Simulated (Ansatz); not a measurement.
**C2H10AlNSi: one species, many methods**

How much do the methods differ for C2H10AlNSi? The plan is to run it at one geometry with functionals of several rungs and with coupled cluster, and see how far each lands from CCSD(T) at the basis-set limit for the atomisation energy.

Program: Ansatz 0.2.0, Gaussian basis. Level of theory: functionals in def2-TZVPP, the program's frozen cores in correlated methods. These are calculated values, not measurements.

Plan: LDA (SPW92), PBE-D4, revPBE-D4, BLYP-D4, r2SCAN-D4, B97M-V, PBE0-D4, B3LYP-D4, r2SCANh-D4, r2SCAN0-D4, HSE06-D4, BHLYP-D4, CAM-B3LYP-D4, LC-ωPBE, ωB97X-V, ωB97M-V, B2PLYP, PBE-QIDH; CCSD(T)/def2-SVP; CCSD(T)/def2-TZVPP; MP2/def2-QZVPP; extrapolation to the limit; RPA on PBE.

## (1) Structure used throughout

All runs share one geometry, relaxed beforehand with PBE0-D4 in a triple-zeta def2 set.

15 atoms, charge 0, spin multiplicity 1.

Atoms are counted from 1 here; the program's logs count them from 0.

Bond lengths: C1–Al2 1.960 Å, C1–H6 1.095 Å, C1–H7 1.094 Å, C1–H8 1.095 Å, Al2–Si3 2.453 Å, Al2–C4 1.956 Å, Al2–N5 2.006 Å, Si3–H9 1.498 Å, Si3–H10 1.495 Å, Si3–H11 1.494 Å, C4–N5 1.523 Å, C4–H12 1.088 Å, C4–H13 1.087 Å, N5–H14 1.010 Å, N5–H15 1.011 Å. Angles: Al2–C1–H6 112.0°, Al2–C1–H7 111.9°, Al2–C1–H8 111.0°, H6–C1–H7 107.8°, H6–C1–H8 107.0°, H7–C1–H8 106.8°, C1–Al2–Si3 124.9°, C1–Al2–C4 119.7°, C1–Al2–N5 112.8°, Si3–Al2–C4 115.2°, Si3–Al2–N5 107.8°, C4–Al2–N5 45.2°, Al2–Si3–H9 110.8°, Al2–Si3–H10 114.5°, Al2–Si3–H11 113.5°, H9–Si3–H10 105.8°, H9–Si3–H11 105.7°, H10–Si3–H11 105.9° and more.

## (2) LDA

This LDA is Slater exchange with PW92 correlation.

in.yaml

```yaml
crystal:
  periodic: [false, false, false]
  atoms:
    - {symbol: C, position_ang: [-1.773155, 0.357686, 1.302333]}
    - {symbol: Al, position_ang: [-0.133956, -0.115781, 0.338196]}
    - {symbol: Si, position_ang: [2.102404, 0.743029, 0.866181]}
    - {symbol: C, position_ang: [-0.198079, -1.458471, -1.082967]}
    - {symbol: N, position_ang: [-0.357949, -0.056121, -1.654534]}
    - {symbol: H, position_ang: [-2.669906, 0.008104, 0.781172]}
    - {symbol: H, position_ang: [-1.867130, 1.438511, 1.442662]}
    - {symbol: H, position_ang: [-1.785909, -0.093768, 2.299611]}
    - {symbol: H, position_ang: [3.008867, 0.632219, -0.321441]}
    - {symbol: H, position_ang: [2.134129, 2.181984, 1.268999]}
    - {symbol: H, position_ang: [2.784109, -0.004991, 1.965475]}
    - {symbol: H, position_ang: [-1.091546, -2.047535, -1.277740]}
    - {symbol: H, position_ang: [0.674599, -1.949949, -1.504619]}
    - {symbol: H, position_ang: [0.392880, 0.216315, -2.273296]}
    - {symbol: H, position_ang: [-1.241260, 0.098069, -2.120632]}
basis:
  gaussian: {orbitals: def2-TZVPP}
hamiltonian: {xc: lda}
output: {orbitals: {seedname: orbitals}}
```

Launch:

```bash
> ansatz run in.yaml --threads 4 --pin off --events-out ev --progress --plain --max-ram 10444MiB
```

The runs that follow: PBE-D4 (GGA); revPBE-D4 (GGA); BLYP-D4 (GGA); r2SCAN-D4 (meta-GGA); B97M-V (meta-GGA); B3LYP-D4 (hybrid); r2SCANh-D4 (hybrid); r2SCAN0-D4 (hybrid); HSE06-D4 (hybrid); BHLYP-D4 (hybrid); CAM-B3LYP-D4 (range-separated); LC-ωPBE (range-separated); ωB97X-V (range-separated); ωB97M-V (range-separated); B2PLYP (double hybrid); PBE-QIDH (double hybrid); CCSD(T) in def2-SVP; CCSD(T) in def2-TZVPP; MP2 in def2-QZVPP; RPA on PBE orbitals.

**Question.** What will the summary of the whole plan be? Wanted: atomisation energy, CCSD(T)/CBS; farthest beyond LDA; mean size of error, GGA; mean size of error, meta-GGA; mean size of error, hybrid; mean size of error, range-separated; mean size of error, double hybrid; gap, smallest and largest; T1 diagnostic.

As calculated:

| quantity | value |
| --- | --- |
| atomisation energy, CCSD(T)/CBS | 52.374 eV |
| functionals within 0.262 eV (0.5 %) | r2SCAN-D4, B97M-V, PBE0-D4, B3LYP-D4, r2SCANh-D4, HSE06-D4, CAM-B3LYP-D4, LC-ωPBE, ωB97X-V, ωB97M-V |
| farthest beyond LDA | BHLYP-D4 (-1.025 eV) |
| mean size of error, GGA | 0.457 eV |
| mean size of error, meta-GGA | 0.087 eV |
| mean size of error, hybrid | 0.320 eV |
| mean size of error, range-separated | 0.210 eV |
| mean size of error, double hybrid | 0.578 eV |
| gap, smallest and largest | 4.59 eV (LDA (SPW92)), 11.25 eV (LC-ωPBE) |
| T1 diagnostic | 0.0110 |
| triples share of the correlation energy | 3.7 % |

**Reading.** LDA overbinds by 6.465 eV (12 %). PBE-D4 is off by +0.415 eV. Double hybrids carry the basis error of their MP2 part in triple zeta, and no dispersion term here, so their miss is partly the set-up's. The rungs meta-GGA, range-separated miss on average by less than the doubt on the reference (0.262 eV), so they tie. The reference freezes the cores and leaves out relativity and excitations past (T), so misses under about 0.262 eV can't be ranked. Hartree-Fock recovers 74 % of the binding; the rest is correlation. CCSD(T) in def2-SVP is off by -2.913 eV, worse than the median functional, from the basis alone. The gap grows from 4.6 to 11.3 eV across the functionals, mostly with the share of exact exchange.
